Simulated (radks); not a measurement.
# Ionisation of Ir⁺: one atom, several choices of functional

Aim: the ionisation energy of Ir⁺ ([Xe] 4f14 5d7 6s1) to Ir²⁺ ([Xe] 4f14 5d7) for each choice of functional, and which comes nearest the tabulated value.

Method: Dirac Kohn-Sham, spin-unpolarised, spherical densities, point nucleus; open shells are shared between the two j in proportion to 2j + 1. Code: radks (a radial shooting solver on a logarithmic mesh, Libxc functionals) version 1.

## Step 1: The atom as given

- element: iridium (Z = 77)
- charge: +1
- electrons: 76
- configuration: [Xe] 4f14 5d7 6s1
- ion: Ir²⁺, [Xe] 4f14 5d7
- choices: OLYP; BLYP; PBEsol; exchange-only LDA; SOGGA; HCTH/407; exchange-only PBE

The outer shells:

Ir⁺
```
[Xe] core
4f [↑↓][↑↓][↑↓][↑↓][↑↓][↑↓][↑↓]
5d [↑↓][↑↓][↑ ][↑ ][↑ ]
6s [↑ ]
```

Ir²⁺
```
[Xe] core
4f [↑↓][↑↓][↑↓][↑↓][↑↓][↑↓][↑↓]
5d [↑↓][↑↓][↑ ][↑ ][↑ ]
```

## Step 2: OLYP: Ir⁺

Input:

```text
Z 77
configuration [Xe] 4f14 5d7 6s1
relativity Dirac
functional optx,lyp
spin unpolarised
j_filling average
nucleus point
c 137.035999084
```

## Step 3: OLYP: Ir²⁺

Settings, as their differences from step 2:

```diff
@@ -1,3 +1,3 @@
 Z 77
-configuration [Xe] 4f14 5d7 6s1
+configuration [Xe] 4f14 5d7
 relativity Dirac
```

## Step 4: BLYP: Ir⁺

Input:

```text
Z 77
configuration [Xe] 4f14 5d7 6s1
relativity Dirac
functional b88,lyp
spin unpolarised
j_filling average
nucleus point
c 137.035999084
```

## Step 5: BLYP: Ir²⁺

Settings, as their differences from step 4:

```diff
@@ -1,3 +1,3 @@
 Z 77
-configuration [Xe] 4f14 5d7 6s1
+configuration [Xe] 4f14 5d7
 relativity Dirac
```

## Step 6: PBEsol: Ir⁺

Input:

```text
Z 77
configuration [Xe] 4f14 5d7 6s1
relativity Dirac
functional pbe_sol,pbe_sol
spin unpolarised
j_filling average
nucleus point
c 137.035999084
```

## Step 7: PBEsol: Ir²⁺

Settings, as their differences from step 6:

```diff
@@ -1,3 +1,3 @@
 Z 77
-configuration [Xe] 4f14 5d7 6s1
+configuration [Xe] 4f14 5d7
 relativity Dirac
```

## Step 8: exchange-only LDA: Ir⁺

Input:

```text
Z 77
configuration [Xe] 4f14 5d7 6s1
relativity Dirac
functional lda,
spin unpolarised
j_filling average
nucleus point
c 137.035999084
```

## Step 9: exchange-only LDA: Ir²⁺

Settings, as their differences from step 8:

```diff
@@ -1,3 +1,3 @@
 Z 77
-configuration [Xe] 4f14 5d7 6s1
+configuration [Xe] 4f14 5d7
 relativity Dirac
```

## Step 10: SOGGA: Ir⁺

Input:

```text
Z 77
configuration [Xe] 4f14 5d7 6s1
relativity Dirac
functional sogga,pbe
spin unpolarised
j_filling average
nucleus point
c 137.035999084
```

## Step 11: SOGGA: Ir²⁺

Settings, as their differences from step 10:

```diff
@@ -1,3 +1,3 @@
 Z 77
-configuration [Xe] 4f14 5d7 6s1
+configuration [Xe] 4f14 5d7
 relativity Dirac
```

## Step 12: HCTH/407: Ir⁺

Input:

```text
Z 77
configuration [Xe] 4f14 5d7 6s1
relativity Dirac
functional hcth_407
spin unpolarised
j_filling average
nucleus point
c 137.035999084
```

## Step 13: HCTH/407: Ir²⁺

Settings, as their differences from step 12:

```diff
@@ -1,3 +1,3 @@
 Z 77
-configuration [Xe] 4f14 5d7 6s1
+configuration [Xe] 4f14 5d7
 relativity Dirac
```

## Step 14: exchange-only PBE: Ir⁺

Input:

```text
Z 77
configuration [Xe] 4f14 5d7 6s1
relativity Dirac
functional pbe,
spin unpolarised
j_filling average
nucleus point
c 137.035999084
```

## Step 15: exchange-only PBE: Ir²⁺

Settings, as their differences from step 14:

```diff
@@ -1,3 +1,3 @@
 Z 77
-configuration [Xe] 4f14 5d7 6s1
+configuration [Xe] 4f14 5d7
 relativity Dirac
```

What does the calculation give? Wanted: for each run, functional; E(Ir⁺); Δ-SCF; −ε(HOMO); <r> HOMO; error.

**Answer**, as computed:

```
       functional  E(Ir⁺) (hartree)  Δ-SCF (eV)  −ε(HOMO) (eV)  <r> HOMO (bohr)  error (eV)
             OLYP       -17863.9909      17.130         13.216            2.726       +0.13
             BLYP       -17858.6717      17.546         13.582            2.714       +0.55
           PBEsol       -17852.5938      17.502         13.617            2.691       +0.50
exchange-only LDA       -17839.5917      16.708         12.789            2.723       -0.29
            SOGGA       -17851.9968      17.368         13.489            2.694       +0.37
         HCTH/407       -17867.9597      17.473         13.569            2.717       +0.47
exchange-only PBE       -17853.0636      16.775         12.827            2.754       -0.22
```

**Reading.** The NIST Atomic Spectra Database lists 17.0 +/- 0.3 eV (semi-empirical). Nearest is OLYP (+0.13 eV off), farthest BLYP (+0.55 eV). The ionisation energies span 0.84 eV, the total energies of Ir⁺ 772 eV: most of the change in the total cancels in the difference. Spin polarisation and multiplet splitting are left out, so open shells lie too high by an amount that depends on their filling. Sharing an open shell by 2j + 1 raises it above the true ground level by a part of the spin-orbit splitting, which enters the differences from NIST.
